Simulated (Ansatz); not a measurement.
# CH₆BSb: up Jacob's ladder to CCSD(T)

An exercise on one series of results from a longer session: the logs are not shown, and one member is left open.

Computed with Ansatz 0.2.0, Gaussian basis. Level: functionals in def2-TZVPP, the program's frozen cores in correlated methods.

Plan: LDA (SPW92), PBE-D4, revPBE-D4, BLYP-D4, r2SCAN-D4, B97M-V, PBE0-D4, B3LYP-D4, r2SCANh-D4, r2SCAN0-D4, HSE06-D4, BHLYP-D4, CAM-B3LYP-D4, LC-ωPBE, ωB97X-V, ωB97M-V, B2PLYP, PBE-QIDH; CCSD(T)/def2-SVP; CCSD(T)/def2-TZVPP; MP2/def2-QZVPP; extrapolation to the limit; RPA on PBE.

1 further run of the same task is left out (for a known fault of the program).

## The geometry

An earlier PBE0-D4 in a triple-zeta def2 set relaxation fixed the geometry. Sb takes the def2 core potential; no spin-orbit term is included.

SMILES `[BH2][SbH][CH3]`, 9 atoms, charge 0, spin multiplicity 1.

Atoms are counted from 1 here; the program's logs count them from 0.

Bond lengths: B1–Sb2 2.197 Å, B1–H4 1.195 Å, B1–H5 1.194 Å, Sb2–C3 2.161 Å, Sb2–H6 1.704 Å, C3–H7 1.088 Å, C3–H8 1.089 Å, C3–H9 1.090 Å. Angles: Sb2–B1–H4 120.1°, Sb2–B1–H5 120.0°, H4–B1–H5 119.4°, B1–Sb2–C3 99.9°, B1–Sb2–H6 96.2°, C3–Sb2–H6 97.7°, Sb2–C3–H7 111.2°, Sb2–C3–H8 109.0°, Sb2–C3–H9 107.8°, H7–C3–H8 110.0°, H7–C3–H9 109.7°, H8–C3–H9 109.2°.

The first run:

Input file in.yaml:

```yaml
crystal:
  periodic: [false, false, false]
  atoms:
    - {symbol: B, position_ang: [-0.724392, 0.664599, -1.571017]}
    - {symbol: Sb, position_ang: [0.736932, 0.985117, 0.037749]}
    - {symbol: C, position_ang: [0.637033, -0.937049, 1.020956]}
    - {symbol: H, position_ang: [-0.758695, -0.380416, -2.150455]}
    - {symbol: H, position_ang: [-1.387942, 1.575738, -1.965760]}
    - {symbol: H, position_ang: [-0.317255, 1.829499, 1.077225]}
    - {symbol: H, position_ang: [-0.383754, -1.179188, 1.307447]}
    - {symbol: H, position_ang: [1.275831, -0.917499, 1.902532]}
    - {symbol: H, position_ang: [1.010741, -1.687099, 0.324222]}
basis:
  gaussian: {orbitals: def2-TZVPP}
hamiltonian: {xc: lda}
output: {orbitals: {seedname: orbitals}}
```

Started as:

```sh
$ ansatz run in.yaml --threads 2 --pin off --events-out ev --progress --plain --max-ram 4352MiB
```

Among the steps run: LDA; PBE-D4 (GGA); revPBE-D4 (GGA); BLYP-D4 (GGA); r2SCAN-D4 (meta-GGA); B97M-V (meta-GGA); PBE0-D4 (hybrid); B3LYP-D4 (hybrid); r2SCANh-D4 (hybrid); r2SCAN0-D4 (hybrid); HSE06-D4 (hybrid); BHLYP-D4 (hybrid); CAM-B3LYP-D4 (range-separated); LC-ωPBE (range-separated); ωB97X-V (range-separated); ωB97M-V (range-separated); B2PLYP (double hybrid); PBE-QIDH (double hybrid).

One of the session's tables, all rows but one given; the rest of the session is left out.

It belongs to the step «Frontier levels by functional». 

| functional | HOMO (eV) | LUMO (eV) | gap (eV) |
| --- | --- | --- | --- |
| LDA (SPW92) | -5.91 | -3.27 | 2.64 |
| PBE-D4 | -5.76 | -3.03 | 2.73 |
| revPBE-D4 | -5.70 | -2.93 | 2.78 |
| BLYP-D4 | -5.62 | -2.86 | 2.75 |
| r2SCAN-D4 | ? | ? | ? |
| B97M-V | -5.92 | -2.81 | 3.11 |
| PBE0-D4 | -6.68 | -2.12 | 4.57 |
| B3LYP-D4 | -6.52 | -2.31 | 4.21 |
| r2SCANh-D4 | -6.30 | -2.41 | 3.89 |
| r2SCAN0-D4 | -6.82 | -1.94 | 4.88 |
| HSE06-D4 | -6.30 | -2.50 | 3.80 |
| BHLYP-D4 | -7.50 | -1.12 | 6.38 |
| CAM-B3LYP-D4 | -7.88 | -1.05 | 6.83 |
| LC-ωPBE | -9.09 | 0.07 | 9.16 |
| ωB97X-V | -8.80 | -0.02 | 8.78 |
| ωB97M-V | -8.71 | -0.24 | 8.47 |

Estimate the missing values for r2SCAN-D4.

Worked estimate for «HOMO (eV)». Against the share of exact exchange, r2SCANh-D4 (0.1, -6.30), r2SCAN0-D4 (0.25, -6.82) give a slope of -3.47 per unit share; at 0 the line stands at -5.95.

The run gave: HOMO (eV): -5.95; LUMO (eV): -2.73; gap (eV): 3.22. In «HOMO (eV)» the line misses by 0.00.
